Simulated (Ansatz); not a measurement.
# H3Zr: the cost of one run

Method: def2-QZVPP, core rule «outside noble gas», up to 4 orbitals frozen; program: Ansatz 0.2.0, Gaussian basis.

Plan: UHF; ROHF; CCSD(T) on UHF.

2 further runs of the same task are left out: 2 set aside as unsound or not needed. Runs told in other sessions of the task aren't counted.

## 1. The system

The geometry is a PBE0/def2-TZVP stationary point (not a proven minimum) of the parent state, kept for this charge and spin. No spin-orbit coupling is included. Elements past krypton take def2 core potentials.

4 atoms, charge 0, spin multiplicity 4.

Atoms are counted from 1 here; the program's logs count them from 0.

Bond lengths: Zr1–H2 1.860 Å, Zr1–H3 1.860 Å, Zr1–H4 1.860 Å. Angles: H2–Zr1–H3 120.0°, H2–Zr1–H4 120.0°, H3–Zr1–H4 120.0°.

## 2. UHF

File in.yaml:

```yaml
crystal:
  periodic: [false, false, false]
  atoms:
    - {symbol: Zr, position_ang: [0.000000, 0.000000, 0.000000]}
    - {symbol: H, position_ang: [1.859864, 0.018007, 0.007700]}
    - {symbol: H, position_ang: [-0.945522, 1.601699, -0.004900]}
    - {symbol: H, position_ang: [-0.914341, -1.619706, -0.002800]}
basis:
  gaussian: {orbitals: "def2-QZVPP.json"}
magnetization: {spin_polarized: true, initial_magnetization: 3}
hamiltonian: {xc: hf}
output: {orbitals: {seedname: orbitals}}
```

Launch:

```
> ansatz run in.yaml --threads 1 --pin off --events-out ev --progress --plain --max-ram 4096MiB --backend cpu
```

**Question.** How long does this run take on 1 thread of AMD EPYC 7R13, shared host, and how much memory does it need?

About 21 s, with a peak of 0.32 GiB.
